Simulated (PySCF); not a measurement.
# La3 (La3-): the cost of one run

Computed with PySCF 2.14.0. Level: r2SCAN, La def2-SVP with ECP46; scalar-relativistic core potentials, no spin–orbit coupling.

1 further run of the same task is left out (for a known fault of the program).

### Step 1. Where the work starts

3 atoms, charge -1, spin multiplicity 1.

Bond lengths: La1–La2 3.298 Å, La1–La3 3.298 Å, La2–La3 3.298 Å. Angles: La2–La1–La3 60.0°, La1–La2–La3 60.0°, La1–La3–La2 60.0°.

Coordinates:

```xyz
3
La3
La    1.90410    0.00000    0.00000
La   -0.95200    1.64900    0.00000
La   -0.95210   -1.64900    0.00000
```

### Step 2. SCF at the start, singlet

File run.py (the lines that set the calculation):

```python
mol = gto.M(atom='''
La     1.90410     0.00000     0.00000
La    -0.95200     1.64900     0.00000
La    -0.95210    -1.64900     0.00000''',
    basis={'La': 'def2-SVP'},
    ecp={'La': 'def2-SVP'},
    charge=-1, spin=0)
mf = dft.RKS(mol, xc='R2SCAN')
mf.grids.atom_grid = (50, 194)  # f atoms: unpruned, at least (60, 302)
mf = mf.density_fit()  # fitting sets: La def2-universal-JKFIT
mf.conv_tol = 1e-08; mf.max_cycle = 55
mf.kernel(dm0)  # dm0: free metal ions and neutral atoms
```

Run with:

```console
> OMP_NUM_THREADS=2 python run.py
```

What time and memory should one allow on 2 threads of Arm Neoverse V2, shared host?

About 38 s, with a peak of 0.9 GiB.
